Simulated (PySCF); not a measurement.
# A diatomic session: LiCd−

An exercise on one series of results from a longer session: the logs are not shown, and one member is left open.

Program: PySCF 2.14.0. Level of theory: Li def2-SVPD, Cd def2-SVPD with ECP28, scalar-relativistic core potentials. These are calculated values, not measurements.

3 further runs of the same task are left out: 3 set aside as unsound or not needed.

Set-up of the first run:

The job is set up so:

| Item | Value |
| --- | --- |
| atoms | Li, Cd |
| charge | -1 |
| basis | Li def2-SVPD, Cd def2-SVPD with ECP28 |
| Hamiltonian | scalar-relativistic core potentials |
| basis functions | 46 |
| electrons treated | 24 |
| masses in u | 7.0160, 113.9034 |
| levels | PBE0, PBE, r²SCAN, BLYP, PBEsol, M06-2X, HSE06, MP2, SCS-MP2, CCSD, CCSD(T) |
| grid | 80 radial by 434 angular points |
| occupations | held fixed by the projection of orbital angular momentum |
| dissociation limit | Li− + Cd, each in its ground configuration |
| starting distance in angstrom | 2.785 |
| values of 2S to try | 0, 2 |

The run is started by

```console
OMP_NUM_THREADS=1 python dia.py task.json out
```

Among the steps run: Set-up; The PBE0 curve of the state that the search chose; PBE; r²SCAN (meta-GGA); BLYP (GGA); PBEsol (GGA); M06-2X (hybrid meta-GGA); HSE06 (range-separated hybrid); Correlated methods on the Hartree–Fock reference.

One table of the session follows, with a row left open; its other results are not shown here.

It belongs to the step «Constants by level of theory». 

| level | Re (Å) | ωe (cm⁻¹) | De (eV) |
| --- | --- | --- | --- |
| RHF-MP2 | 3.843 | 68.1 | 0.129 |
| RHF-SCS-MP2 | 4.096 | 55.4 | 0.097 |
| RHF-CCSD(T) | 3.870 | 61.3 | 0.101 |
| PBE | 3.511 | 97.5 | 0.285 |
| PBEsol | ? | ? | ? |
| BLYP | 3.553 | 86.4 | 0.220 |
| r²SCAN | 3.441 | 106.5 | 0.274 |
| PBE0 | 3.626 | 89.6 | 0.236 |
| HSE06 | 3.537 | 98.3 | 0.272 |
| M06-2X | 3.813 | 83.8 | 0.220 |

Q: Estimate the row for PBEsol from the others.

**Answer.** Re (Å): 3.409; ωe (cm⁻¹): 108.5; De (eV): 0.318. In the column «Re (Å)» it is the lowest.

De is counted to Li− + Cd in their ground configurations. No constants: RHF-CCSD (no minimum is bracketed among the points kept).

To keep in mind: The bond is weak, and basis-set superposition, which was not computed, may be a sizeable part of it.
